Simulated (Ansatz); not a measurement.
# Ca3PbN and its elements: a formation energy from the elements

Computed with the Ansatz DFT code, driven from Python.

At the Python prompt:
```pycon
>>> from collections import Counter
>>> import warnings
>>> import ansatz as az
>>> import numpy as np
>>> XC = "lda"
>>> MAX_SCF = 60
>>> KSPACING = 0.26
>>> FILLING = "cold"
>>> SIGMA = 0.05
>>> PHASES = {
...     "Ca3PbN": (
...         [[5.953987, 0.0, 0.0], [0.0, 5.953987, 0.0], [0.0, 0.0, 5.953987]],
...         [
...             ("Ca", [0.5, 0.5, 0.0]),
...             ("Ca", [0.5, 0.0, 0.5]),
...             ("Ca", [0.0, 0.5, 0.5]),
...             ("Pb", [0.5, 0.5, 0.5]),
...             ("N", [0.0, 0.0, 0.0]),
...         ],
...     ),
...     "Ca": (
...         [[0.0, 2.7942, 2.7942], [2.7942, 0.0, 2.7942], [2.7942, 2.7942, 0.0]],
...         [
...             ("Ca", [0.0, 0.0, 0.0]),
...         ],
...     ),
...     "Pb": (
...         [[0.0, 2.47502, 2.47502], [2.47502, 0.0, 2.47502], [2.47502, 2.47502, 0.0]],
...         [
...             ("Pb", [0.0, 0.0, 0.0]),
...         ],
...     ),
...     "N2": (
...         [[9.0, 0.0, 0.0], [0.0, 9.5, 0.0], [0.0, 0.0, 10.0]],
...         [
...             ("N", [0.5, 0.5, 0.4445]),
...             ("N", [0.5, 0.5, 0.5555]),
...         ],
...     ),
... }
>>> def build(vectors, sites):
...     crystal = az.Crystal(lattice=az.Lattice.of(vectors))
...     for symbol, position in sites:
...         crystal = crystal.atom(symbol, position)
...     return crystal
...
>>> GASES = {"N2"}
>>> def ground_state(name, crystal):
...     calc = (
...         crystal.calculation()
...         .functional(XC)
...         .pseudopotentials("nc")
...         .accuracy("medium")  # preset for grids and thresholds
...         .scf(max_iterations=MAX_SCF)
...         .kpoints(spacing=KSPACING)
...         .occupations(FILLING, width=SIGMA)  # smearing steadies the SCF of a metal
...         .stress()
...     )
...     if name in GASES:
...         return calc.kpoints(1, 1, 1).relax(force_tolerance=0.03, max_steps=60).run()
...     calc = calc.relax(force_tolerance=0.03, max_steps=60, cell=True)
...     return calc.run()
...
>>> def counts(outcome):
...     return Counter(site.symbol for site in outcome.lattice.sites)
...
>>> def formation_energy(outcome, mu):
...     n = counts(outcome)
...     return (outcome.report["energy_sigma0_ev"] - sum(k * mu[element] for element, k in n.items())) / sum(n.values())
...
>>> def volume_per_atom(outcome):
...     return abs(np.linalg.det(outcome.lattice.cell_ang)) / len(outcome.lattice.sites)
...
>>> warnings.simplefilter("ignore")
>>> phases = {name: build(*cell) for name, cell in PHASES.items()}
>>> done = {name: ground_state(name, crystal) for name, crystal in phases.items()}
>>> # energy of one atom in its reference phase
>>> references = {"Ca": "Ca", "Pb": "Pb", "N": "N2"}
>>> mu = {element: done[name].report["energy_sigma0_ev"] / len(done[name].lattice.sites) for element, name in references.items()}
>>> target = done["Ca3PbN"]
>>> heat = formation_energy(target, mu)
>>> for element, value in mu.items():
...     print(f"mu({element}) = {value:.4f} eV from {references[element]}, {volume_per_atom(done[references[element]]):.2f} A^3/atom")
...
mu(Ca) = -1052.3738 eV from Ca, 37.76 A^3/atom
mu(Pb) = -1911.9342 eV from Pb, 29.00 A^3/atom
mu(N) = -281.6289 eV from N2, 427.50 A^3/atom
>>> print(f"formation energy of Ca3PbN: {heat:.4f} eV/atom = {96.4853 * heat:.1f} kJ/mol of atoms")
formation energy of Ca3PbN: 0.8481 eV/atom = 81.8 kJ/mol of atoms
```

The formation energy is +0.848 eV an atom (+81.8 kJ per mole of atoms), so Ca3PbN lies above the reference phases.

Caveats:
- The settings weren't tested for convergence.
- For the metals among these phases the mesh is modest: differences between phases can be off by up to 40 meV an atom.
- The program warned that this SCF threshold is loose for forces or stresses.
- Spin-orbit coupling, which matters for elements this heavy, is left out.
- The cells come from databases of deposited and of computed structures, and not all need be stable phases.
- The compound is the structure given, not necessarily its lowest; energies are at zero temperature, with no correction for gases. A semilocal functional's error on such energies is often 0.05 to 0.1 eV an atom, and 0.1 to 0.3 eV against gases such as O2 or F2.
- The script silences warnings, which a real study should read.
- Run time: 74 s on 1 thread of Intel(R) Xeon(R) Platinum 8488C (Sapphire Rapids), on a shared host, peak memory 1 GiB.
